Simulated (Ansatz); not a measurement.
# MgB (Pm-3m) in Ansatz: reference runs

Reference runs on MgB: the cell as given and a disturbed copy, and energy against volume gives the equilibrium volume and stiffness.

Program: Ansatz 0.2.0. These are calculated values, not measurements. Logs are shortened: lines on timing, memory, paths and dates and some standing lists are left out, and cuts for length are marked.

### 1 The crystal as given

It takes space group Pm-3m (No. 221, cubic). The conventional cell has a = 2.895 Å, b = 2.895 Å, c = 2.895 Å, α = 90.00°, β = 90.00°, γ = 90.00°. Mg (site symmetry m-3m) has 8 B at 2.51 Å as nearest neighbours. Around B (site symmetry m-3m) lie 8 Mg at 2.51 Å.

The cell was built by a generator and needn't be a form met in nature.

### 2 Single point, PBE

input.yaml reads:

```yaml
crystal:
  lattice:
    - [2.89515, 0.0, 0.0]
    - [0.0, 2.89515, 0.0]
    - [0.0, 0.0, 2.89515]
  atoms:
    - { symbol: Mg, position: [0.0, 0.0, 0.0] }
    - { symbol: B, position: [0.5, 0.5, 0.5] }
hamiltonian:
  xc: pbe
  pseudopotentials: { kind: paw }
kpoints:
  mp_grid: { grid: [9, 9, 9] }
scf:
  occupations: { method: fermi_dirac, width: 0.05 }
output:
  forces: true
  stress: true
  eigenvalues: true
```

Potentials or basis: Ansatz PAW.

Command:

```
$ ansatz run input.yaml --threads 2 --pin off --max-ram 5632MiB --backend cpu --events-out ev --progress --plain --runs-dir out
```

Standard output:

```text
Warning: RAYON_NUM_THREADS=2 ignored (pool sized by the plan → 2); use --threads N
Engine: ansatz 0.2.0, aarch64-unknown-linux-gnu
Pseudopotentials: kind: paw
Pseudopotential: Mg, paw, valence charge 10, recommended cutoff 420 eV (normal), Mg.paw.azcp
Pseudopotential: B, paw, valence charge 3, recommended cutoff 420 eV (normal), B.paw.azcp
Functional definition: PBE
  parameter kappa = 0.804
  parameter beta = 0.06672455060314922
  exchange = pbe_x(kappa = kappa, mu = beta*pi^2/3)
  correlation = pbe_c(beta = beta)
Crystal: 2 atoms, lattice volume = 24.267 Å³
Basis set: ecut = 420 eV, 461 PW (Γ), exchange–correlation on 40×40×40 points (8 copies of the dense FFT grid, shifted against one another)
Bands: 11, of which v1, the nominal top of the filled ones, is band 7 counted from 1 (6 counted from 0)
Symmetry: 48 space group operations
Space group: Pm-3m (ITA 221), of the structure as read, at distance tolerance 2.9e-5 Å
k-points: 35 of 729
Non-local potential: Mg, projectors of the file, l = 0: 3, l = 1: 2, l = 2: 1
Non-local potential: B, projectors of the file, l = 0: 2, l = 1: 2, l = 2: 1
PAW form: soft (Blöchl's): semilocal exchange-correlation on the pseudo side does not see the compensation charge
PAW one-centre angular grid: Mg, 110 points (default); XC on 64 Gauss nodes
PAW one-centre angular grid: B, 110 points (default); XC on 64 Gauss nodes
Initial density: superposition of atomic densities (neutral atoms: chi_scale 0, normalization atom), corrected by the library's trained network
Initial wavefunctions: pseudopotential atomic-orbital guess
Functional: x = pbe(κ = 0.804, μ = 0.2195149727645171), c = pbe(β = 0.06672455060314922)
SCF iter   1: F=—  HF=-2078.116104 eV  |F-HF|=—  |Δ(HF+E_count)|=         —  Δρ=1.72e-3  dr2=1.07e-3  ethr=1.77e-3  ⟨swp⟩=5.1  Hψ=2327  notcnv=0
preconditioner: auto → none  [metal: Δε(μ)=0.072 eV  Ē_g=10.813 eV  σ=0.050 eV  W_gap=0.32  n_scr=6 (ndim 8)  ℏωp=16.9 eV  f_vac=0.000  D(μ)=0.85/eV (n_scr^D=6)  sad-step TF]
SCF iter   2: F=—  HF=-2078.115882 eV  |F-HF|=—  |Δ(HF+E_count)|=   2.22e-4  Δρ=1.02e-3  dr2=4.06e-4  ethr=8.24e-6  ⟨swp⟩=1.2  Hψ=688  notcnv=0
SCF iter   3: F=—  HF=-2078.115763 eV  |F-HF|=—  |Δ(HF+E_count)|=   1.19e-4  Δρ=1.62e-4  dr2=4.61e-6  ethr=3.12e-6  ⟨swp⟩=1.9  Hψ=443  notcnv=0
SCF iter   4: F=—  HF=-2078.115790 eV  |F-HF|=—  |Δ(HF+E_count)|=   2.71e-5  Δρ=2.55e-5  dr2=9.19e-8  ethr=3.55e-8  ⟨swp⟩=2.0  Hψ=570  notcnv=0
iter 5 did not close the SCF: its close was put off for the readings that it lacked (scf_convergence_deferred on its scf_iter line)
SCF iter   5: F=-2078.115790 eV  HF=-2078.115790 eV  |F-HF|=2.38e-10  |Δ(HF+E_count)|=   6.68e-9  Δρ=6.25e-6  dr2=3.66e-9  ethr=7.07e-10  ⟨swp⟩=2.3  Hψ=530  notcnv=0
SCF iter   6: F=-2078.115790 eV  HF=-2078.115790 eV  |F-HF|=3.18e-12  |Δ(HF+E_count)|=  6.93e-10  Δρ=4.04e-7  dr2=1.78e-11  ethr=2.82e-11  ⟨swp⟩=2.6  Hψ=1263  notcnv=0
SCF 1 converged in 6 iterations: F = -2078.115790 eV  dr2 = 1.78e-11
SCF converged after 6 iterations
Free energy (F): -2078.115790 eV
Harris-Foulkes:  -2078.115790 eV  (|F-HF|=3.18e-12)
Internal energy: -2078.109048 eV  (E = F + TS)
E sigma→0 (E₀):  -2078.112419 eV
Entropy (-TS):   -0.006742 eV (-3.371 meV/atom)
Fermi energy:    8.533498 eV
--- Per-component energies (eV) ---
  E_band       = -314.164805
  E_kinetic    = 118.470880
  E_local      = -1534.473379  (includes V_loc(G=0)·N_el)
  E_nonlocal   = 108.451578
  E_hartree    = 548.295429
  E_xc         = -59.934553
  E_vxc        = -74.041943  (∫ρ·V_xc dr)
  E_paw        = -370.162269  (= ΣΔE_a)
  E_vpaw       = -29.162773  (= ΣTr[D̂ρ^β])
  E_aug_tail   = -0.000003  (compensation charges beyond the density's cutoff)
  E_ewald      = -888.756732
  E_smearing   = -0.006742  (= −TS)
  E_closure    = -0.000000  (closes the sum)
  Σ components = -2078.115790   (vs F -2078.115790, Δ=0.00e0)
--- Forces (eV/Å), atoms counted from 1 ---
  atom   1  Mg    -0.00000000     0.00000000     0.00000000
  atom   2  B      0.00000000    -0.00000000    -0.00000000
  max |Σ_I F_I| component: 4.85e-31 eV/Å
--- Stress (GPa, compression-positive) ---
        0.154876      -0.000000       0.000000
       -0.000000       0.154876       0.000000
        0.000000       0.000000       0.154876
  P = ⅓ Tr σ = 0.1549 GPa (1.549 kbar)
--- Band table (eV; the first three rows and the last of 35) ---
  k-point 0: bands = ["-66.7857", "-33.5162", "-33.5162", "-33.5162", "-2.3557", "10.9074", "10.9074", "10.9074", "15.4297", "15.4297", "17.3544"]
  k-point 1: bands = ["-66.7852", "-33.5225", "-33.5157", "-33.5157", "-2.1597", "9.4811", "11.0183", "11.0183", "15.6475", "16.5201", "17.9225"]
  k-point 2: bands = ["-66.7840", "-33.5383", "-33.5143", "-33.5143", "-1.5791", "7.1095", "11.3218", "11.3218", "16.2992", "17.3793", "19.7372"]
  k-point 34: bands = ["-66.7742", "-33.5554", "-33.5552", "-33.5552", "5.5122", "7.0932", "7.0932", "7.8333", "12.6977", "12.6977", "12.7002"]
```

Wall time 0.46 s (2 threads of Arm Neoverse V1, shared host); peak memory 0.25 GiB.

What came out:

```yaml
Free_energy: -2078.1158 eV
Pressure: 0.2 GPa
Band_gap_on_the_k_mesh: none (metal or under the smearing width)
```

Levels at points of the mesh, in eV from the Fermi level:
```tsv
k point	band 4	band 5	band 6	band 7	band 8	band 9
(0.00, 0.00, 0.00)	-42.05	-10.89	2.37	2.37	2.37	6.90
```

### 3 Single point, PBE (atoms moved at random, drawn with an rms of 0.05 Å)

input.yaml, as its differences from that of step 2:

```diff
@@ -6,4 +6,4 @@
   atoms:
-    - { symbol: Mg, position: [0.0, 0.0, 0.0] }
-    - { symbol: B, position: [0.5, 0.5, 0.5] }
+    - { symbol: Mg, position: [-0.005207, 0.00429, -0.003916] }
+    - { symbol: B, position: [0.506734, 0.485617, 0.502717] }
 hamiltonian:
```

Potentials or basis: Ansatz PAW.

Command:

```
$ ansatz run input.yaml --threads 2 --pin off --max-ram 5632MiB --backend cpu --events-out ev --progress --plain --runs-dir out
```

It took 3.8 s on 2 threads of Arm Neoverse V1, shared host; peak memory 0.39 GiB.

It converged, with:

| Property | Result |
| --- | --- |
| Free energy | -2078.1065 eV |
| Pressure | 0.3 GPa |
| Largest force | 0.277 eV/Å |
| Band gap on the k mesh | none (metal or under the smearing width) |

Forces in eV/Å, atoms in the order of the input:
```
Mg   0.144 -0.223  0.080
B   -0.144  0.223 -0.080
```

Stress tensor (GPa, compression positive):
```
 0.35 -0.19  0.07
-0.19  0.26 -0.11
 0.07 -0.11  0.39
```

Levels at points of the mesh, in eV from the Fermi level:
```csv
k point,band 4,band 5,band 6,band 7,band 8,band 9,band 10,band 11
"(0.00, 0.00, 0.00)",-42.05,-10.89,2.37,2.37,2.37,6.90,6.91,8.80
```

### 4 Single point, PBE, 11.41 Å³/atom (volume scaled by 0.94)

input.yaml reads:

```yaml
crystal:
  lattice:
    - [2.8360487226, 0.0, 0.0]
    - [0.0, 2.8360487226, 0.0]
    - [0.0, 0.0, 2.8360487226]
  atoms:
    - { symbol: Mg, position: [0.0, 0.0, 0.0] }
    - { symbol: B, position: [0.5, 0.5, 0.5] }
hamiltonian:
  xc: pbe
  pseudopotentials: { kind: paw }
kpoints:
  mp_grid: { grid: [9, 9, 9] }
scf:
  occupations: { method: fermi_dirac, width: 0.05 }
output:
  forces: true
  stress: true
  eigenvalues: true
  write_density: true
  write_potential: true
  elf: true
  volumetric_format: npy
```

Command:

```
$ ansatz run input.yaml --threads 2 --pin off --max-ram 5632MiB --backend cpu --events-out ev --progress --plain --runs-dir out
```

Wall time 0.57 s (2 threads of Arm Neoverse V1, shared host); peak memory 0.25 GiB.

It converged, with:

```
Free energy            : -2078.0895 eV
Pressure               : 6.0 GPa
Band gap on the k mesh : none (metal or under the smearing width)
```

### 5 Single point, PBE, 11.65 Å³/atom (volume scaled by 0.96)

input.yaml reads:

```yaml
crystal:
  lattice:
    - [2.8560215548, 0.0, 0.0]
    - [0.0, 2.8560215548, 0.0]
    - [0.0, 0.0, 2.8560215548]
  atoms:
    - { symbol: Mg, position: [0.0, 0.0, 0.0] }
    - { symbol: B, position: [0.5, 0.5, 0.5] }
hamiltonian:
  xc: pbe
  pseudopotentials: { kind: paw }
kpoints:
  mp_grid: { grid: [9, 9, 9] }
scf:
  occupations: { method: fermi_dirac, width: 0.05 }
output:
  forces: true
  stress: true
  eigenvalues: true
```

Command:

```
$ ansatz run input.yaml --threads 2 --pin off --max-ram 5632MiB --backend cpu --events-out ev --progress --plain --runs-dir out
```

Wall time 0.45 s (2 threads of Arm Neoverse V1, shared host); peak memory 0.25 GiB.

The run converged. Its results:

- Free energy: -2078.1042 eV
- Pressure: 3.8 GPa
- Band gap on the k mesh: none (metal or under the smearing width)

### 6 Single point, PBE, 11.89 Å³/atom (volume scaled by 0.98)

input.yaml, as its differences from that of step 5:

```diff
@@ -2,5 +2,5 @@
   lattice:
-    - [2.8560215548, 0.0, 0.0]
-    - [0.0, 2.8560215548, 0.0]
-    - [0.0, 0.0, 2.8560215548]
+    - [2.8757188776, 0.0, 0.0]
+    - [0.0, 2.8757188776, 0.0]
+    - [0.0, 0.0, 2.8757188776]
   atoms:
@@ -19 +19,5 @@
   eigenvalues: true
+  write_density: true
+  write_potential: true
+  elf: true
+  volumetric_format: npy
```

Potentials or basis: Ansatz PAW.

Command:

```
$ ansatz run input.yaml --threads 2 --pin off --max-ram 5632MiB --backend cpu --events-out ev --progress --plain --runs-dir out
```

It took 0.58 s on 2 threads of Arm Neoverse V1, shared host; peak memory 0.25 GiB.

It converged, with:

```yaml
Free_energy: -2078.1128 eV
Pressure: 1.9 GPa
Band_gap_on_the_k_mesh: none (metal or under the smearing width)
```

### 7 Single point, PBE, 12.13 Å³/atom

input.yaml reads:

```yaml
crystal:
  lattice:
    - [2.89515, 0.0, 0.0]
    - [0.0, 2.89515, 0.0]
    - [0.0, 0.0, 2.89515]
  atoms:
    - { symbol: Mg, position: [0.0, 0.0, 0.0] }
    - { symbol: B, position: [0.5, 0.5, 0.5] }
hamiltonian:
  xc: pbe
  pseudopotentials: { kind: paw }
kpoints:
  mp_grid: { grid: [9, 9, 9] }
scf:
  occupations: { method: fermi_dirac, width: 0.05 }
output:
  forces: true
  stress: true
  eigenvalues: true
```

Command:

```
$ ansatz run input.yaml --threads 2 --pin off --max-ram 5632MiB --backend cpu --events-out ev --progress --plain --runs-dir out
```

Run time: 0.46 s. Hardware: 2 threads of Arm Neoverse V1, shared host; peak memory 0.25 GiB.

It converged, with:

| Quantity | Value |
| --- | --- |
| Free energy | -2078.1158 eV |
| Pressure | 0.2 GPa |
| Band gap on the k mesh | none (metal or under the smearing width) |

### 8 Single point, PBE, 12.38 Å³/atom (volume scaled by 1.02)

input.yaml, as its differences from that of step 7:

```diff
@@ -2,5 +2,5 @@
   lattice:
-    - [2.89515, 0.0, 0.0]
-    - [0.0, 2.89515, 0.0]
-    - [0.0, 0.0, 2.89515]
+    - [2.9143237376, 0.0, 0.0]
+    - [0.0, 2.9143237376, 0.0]
+    - [0.0, 0.0, 2.9143237376]
   atoms:
@@ -19 +19,5 @@
   eigenvalues: true
+  write_density: true
+  write_potential: true
+  elf: true
+  volumetric_format: npy
```

Potentials or basis: Ansatz PAW.

Command:

```
$ ansatz run input.yaml --threads 2 --pin off --max-ram 5632MiB --backend cpu --events-out ev --progress --plain --runs-dir out
```

Standard output:

```text
Warning: RAYON_NUM_THREADS=2 ignored (pool sized by the plan → 2); use --threads N
[... 9 set-up lines as earlier in the session ...]
Crystal: 2 atoms, lattice volume = 24.752 Å³
Basis set: ecut = 420 eV, 461 PW (Γ), exchange–correlation on 40×40×40 points (8 copies of the dense FFT grid, shifted against one another)
Bands: 11, of which v1, the nominal top of the filled ones, is band 7 counted from 1 (6 counted from 0)
[... 2 set-up lines as earlier in the session ...]
k-points: 35 of 729
[... 24 lines left out ...]
Entropy (-TS):   -0.006311 eV (-3.155 meV/atom)
Fermi energy:    8.308203 eV
--- Per-component energies (eV) ---
  E_band       = -317.000139
  E_kinetic    = 117.944628
  E_local      = -1543.005970  (includes V_loc(G=0)·N_el)
  E_nonlocal   = 108.486365
  E_hartree    = 551.333166
  E_xc         = -59.721856
  E_vxc        = -73.758395  (∫ρ·V_xc dr)
  E_paw        = -370.234332  (= ΣΔE_a)
  E_vpaw       = -29.332970  (= ΣTr[D̂ρ^β])
  E_aug_tail   = -0.000009  (compensation charges beyond the density's cutoff)
  E_ewald      = -882.909478
  E_smearing   = -0.006311  (= −TS)
  E_closure    = 0.000000  (closes the sum)
  Σ components = -2078.113797   (vs F -2078.113797, Δ=0.00e0)
--- Forces (eV/Å), atoms counted from 1 ---
  atom   1  Mg    -0.00000000     0.00000000     0.00000000
  atom   2  B      0.00000000    -0.00000000    -0.00000000
  max |Σ_I F_I| component: 4.52e-31 eV/Å
--- Stress (GPa, compression-positive) ---
       -1.426811      -0.000000       0.000000
       -0.000000      -1.426811       0.000000
        0.000000       0.000000      -1.426811
  P = ⅓ Tr σ = -1.4268 GPa (-14.268 kbar)
--- Band table (eV; the first three rows and the last of 35) ---
  k-point 0: bands = ["-67.0354", "-33.7676", "-33.7676", "-33.7676", "-2.4504", "10.6546", "10.6546", "10.6546", "15.1842", "15.1842", "16.8602"]
  k-point 1: bands = ["-67.0350", "-33.7734", "-33.7671", "-33.7671", "-2.2571", "9.2513", "10.7641", "10.7641", "15.3991", "16.2056", "17.4693"]
  k-point 2: bands = ["-67.0339", "-33.7880", "-33.7658", "-33.7658", "-1.6847", "6.9101", "11.0646", "11.0646", "16.0421", "16.9635", "19.3367"]
  k-point 34: bands = ["-67.0249", "-33.8040", "-33.8038", "-33.8038", "5.2950", "6.9223", "6.9223", "7.5909", "12.4258", "12.4296", "12.4296"]
```

rho_z.tsv:

```text
# z_ang	rho[e/angstrom^3]
# format = ansatz-planar-average/11
# lattice	2.914323738	0.000000000	0.000000000
# lattice	0.000000000	2.914323738	0.000000000
# lattice	0.000000000	0.000000000	2.914323738
# sites	2
# site	12	0.000000000	0.000000000	0.000000000
# site	5	1.457161869	1.457161869	1.457161869
0.000000	1.608970e0
0.145716	1.384087e0
0.291432	8.889823e-1
0.437149	4.609084e-1
0.582865	2.620489e-1
0.728581	2.255886e-1
[... 12 lines left out ...]
2.622891	8.889823e-1
2.768608	1.384087e0
```

Wall time 0.58 s (2 threads of Arm Neoverse V1, shared host); peak memory 0.25 GiB.

Results:

```yaml
Free_energy: -2078.1138 eV
Pressure: -1.4 GPa
Band_gap_on_the_k_mesh: none (metal or under the smearing width)
```

### 9 Single point, PBE, 12.62 Å³/atom (volume scaled by 1.04)

input.yaml reads:

```yaml
crystal:
  lattice:
    - [2.933248448, 0.0, 0.0]
    - [0.0, 2.933248448, 0.0]
    - [0.0, 0.0, 2.933248448]
  atoms:
    - { symbol: Mg, position: [0.0, 0.0, 0.0] }
    - { symbol: B, position: [0.5, 0.5, 0.5] }
hamiltonian:
  xc: pbe
  pseudopotentials: { kind: paw }
kpoints:
  mp_grid: { grid: [9, 9, 9] }
scf:
  occupations: { method: fermi_dirac, width: 0.05 }
output:
  forces: true
  stress: true
  eigenvalues: true
```

Potentials or basis: Ansatz PAW.

Command:

```
$ ansatz run input.yaml --threads 2 --pin off --max-ram 5632MiB --backend cpu --events-out ev --progress --plain --runs-dir out
```

Run time: 0.47 s. Hardware: 2 threads of Arm Neoverse V1, shared host; peak memory 0.25 GiB.

The run converged. Its results:

```
Free energy            : -2078.1073 eV
Pressure               : -2.9 GPa
Band gap on the k mesh : none (metal or under the smearing width)
```

### 10 Single point, PBE, 12.86 Å³/atom (volume scaled by 1.06)

input.yaml, as its differences from that of step 9:

```diff
@@ -2,5 +2,5 @@
   lattice:
-    - [2.933248448, 0.0, 0.0]
-    - [0.0, 2.933248448, 0.0]
-    - [0.0, 0.0, 2.933248448]
+    - [2.9519320628, 0.0, 0.0]
+    - [0.0, 2.9519320628, 0.0]
+    - [0.0, 0.0, 2.9519320628]
   atoms:
```

Command:

```
$ ansatz run input.yaml --threads 2 --pin off --max-ram 5632MiB --backend cpu --events-out ev --progress --plain --runs-dir out
```

It took 0.47 s on 2 threads of Arm Neoverse V1, shared host; peak memory 0.25 GiB.

The run converged. Its results:

- Free energy: -2078.0964 eV
- Pressure: -4.2 GPa
- Band gap on the k mesh: none (metal or under the smearing width)

### 11 Equation of state, PBE

Potentials or basis: Ansatz PAW.

This step only gathers the single runs of the series.

What came out:

- Equilibrium volume: 12.16 Å³/atom
- Bulk modulus: 83 GPa
- Pressure derivative of the bulk modulus: 3.6 (rough: it moves with the points fitted)

Energy against volume, from the lowest point:
```csv
volume (Å³/atom),energy (meV/atom)
11.405,13.16
11.648,5.81
11.891,1.52
12.133,0.00
12.376,1.00
12.619,4.25
12.861,9.67
```

### 12 The runs side by side

```csv
task,cell,gap on the mesh (eV),pressure (GPa)
single point,as given,none,0.2
single point,"atoms moved at random, drawn with an rms of 0.05 Å",none,0.3
equation of state,as given,-,-
```

Alike in all rows: level PBE; potentials or basis Ansatz PAW; no spin polarisation; k mesh 9 × 9 × 9; cutoff (eV) 420; smearing fermi-dirac 0.05 eV.

Total energies depend on the potentials used, so only differences within one code and one set of settings carry meaning.
